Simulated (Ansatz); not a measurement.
# C2H10BN: the cost of one run

Program: Ansatz 0.2.0. Level of theory: RKS B3LYP-D4/def2-SVP. These are calculated values, not measurements.

**1. The system as given**

Bond lengths: N2–H3 1.060 Å, N2–H4 1.060 Å, B1–C5 1.600 Å, C5–H6 1.110 Å, C5–H7 1.110 Å, C5–H8 1.110 Å, B1–C9 1.600 Å, C9–H10 1.110 Å, C9–H11 1.110 Å, C9–H12 1.110 Å. Angles: H3–N2–H4 120.0°, B1–C5–H6 109.5°, B1–C5–H7 109.5°, B1–C5–H8 109.5°, H6–C5–H7 109.4°, H6–C5–H8 109.4°, H7–C5–H8 109.4°, C5–B1–C9 120.0°, B1–C9–H10 109.5°, B1–C9–H11 109.5°, B1–C9–H12 109.5°, H10–C9–H11 109.4°, H10–C9–H12 109.4°, H11–C9–H12 109.4°.

Structure file:

```xyz
14

B     0.0000    0.0000    0.0000
N     0.0000    0.0000    1.9000
H    -0.8770   -0.2713    2.4300
H     0.8770    0.2713    2.4300
C     1.3856    0.0000   -0.8000
H     1.7152   -1.0462   -0.9702
H     1.2491    0.5080   -1.7774
H     2.1552    0.5381   -0.2082
C    -1.3856    0.0000   -0.8000
H    -1.9458   -0.9305   -0.5708
H    -1.9898    0.8797   -0.4946
H    -1.1839    0.0508   -1.8903
H     0.0623   -1.4126    0.4698
H     0.0513   -1.1628    1.3606
```

**2. A restrained relaxation towards end A**

Springs on the bonds that form and break draw the guess towards this end; the thresholds are loose.

Contents of input.yaml:

```yaml
crystal:
  periodic: [false, false, false]
  atoms:
    - { symbol: B, position_ang: [0.0, 0.0, 0.0] }
    - { symbol: "N", position_ang: [0.0, 0.0, 1.9] }
    - { symbol: H, position_ang: [-0.877, -0.2713, 2.43] }
    - { symbol: H, position_ang: [0.877, 0.2713, 2.43] }
    - { symbol: C, position_ang: [1.3856, 0.0, -0.8] }
    - { symbol: H, position_ang: [1.7152, -1.0462, -0.9702] }
    - { symbol: H, position_ang: [1.2491, 0.508, -1.7774] }
    - { symbol: H, position_ang: [2.1552, 0.5381, -0.2082] }
    - { symbol: C, position_ang: [-1.3856, 0.0, -0.8] }
    - { symbol: H, position_ang: [-1.9458, -0.9305, -0.5708] }
    - { symbol: H, position_ang: [-1.9898, 0.8797, -0.4946] }
    - { symbol: H, position_ang: [-1.1839, 0.0508, -1.8903] }
    - { symbol: H, position_ang: [0.0623, -1.4126, 0.4698] }
    - { symbol: H, position_ang: [0.0513, -1.1628, 1.3606] }
basis:
  gaussian: { orbitals: def2-SVP }
hamiltonian:
  xc: b3lyp
  dispersion: d4
relax:
  f_tol: 0.15
  max_steps: 25
  restrain:
    - { distance: [0, 12], at: 2.39, k: 30.0 }
    - { distance: [13, 1], at: 2.26, k: 30.0 }
    - { distance: [0, 1], at: 1.55, k: 30.0 }
    - { distance: [13, 12], at: 0.66, k: 30.0 }
output:
  orbitals: {}
```

Launch:

```console
> ansatz run input.yaml --threads 2 --pin off --max-ram 3072MiB --backend cpu --events-out ev --progress --plain --runs-dir out
```

Q: Estimate wall time and peak memory on 2 threads of Arm Neoverse V1, shared host.

About 28 s, with a peak of 0.22 GiB.
